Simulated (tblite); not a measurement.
# B2ClGeH9Si2: the cost of one run

Programs: tblite 0.8.0 and PySCF 2.14.0. All values are calculated, for the isolated system unless a continuum is named. Atoms count from 0, parts from 1.

## (1) Starting point

15 atoms, charge 0, multiplicity 1; geometry: distance geometry start.

## (2) Relaxing the cluster with GFN2-xTB

The job: settings as JSON, then the geometry in Å.

```
{"job": {"kind": "relax", "xc": "GFN2-xTB", "basis": "xTB"}, "charge": 0, "multiplicity": 1}
Ge    -0.479615    -1.189645    -0.287593
Cl    -1.348360    -1.013219    -2.262581
B     -1.010492     0.399074     0.861718
Si    -2.357359     1.560796     0.039791
B      1.511026    -1.439799    -0.354352
Si     2.788424    -0.024437     0.003103
H     -1.082275    -2.420953     0.412985
H     -1.158688     0.157492     2.000088
H     -2.616319     2.766163     0.822579
H     -1.844391     1.919855    -1.305574
H     -3.568506     0.724071    -0.143568
H      1.926365    -2.478633    -0.801094
H      2.080465     1.269113    -0.005375
H      3.792233     0.027569    -1.066591
H      3.386132    -0.270973     1.308156
```

Method: GFN2-xTB geometry optimisation, gas phase.

Launch:

```
OMP_NUM_THREADS=1 python cluster_run.py task.json out
```

This one command runs all jobs of the session in turn.

Q: Estimate the wall time of this first job on 1 thread of Arm Neoverse V1, shared host.

About 8.7 s.
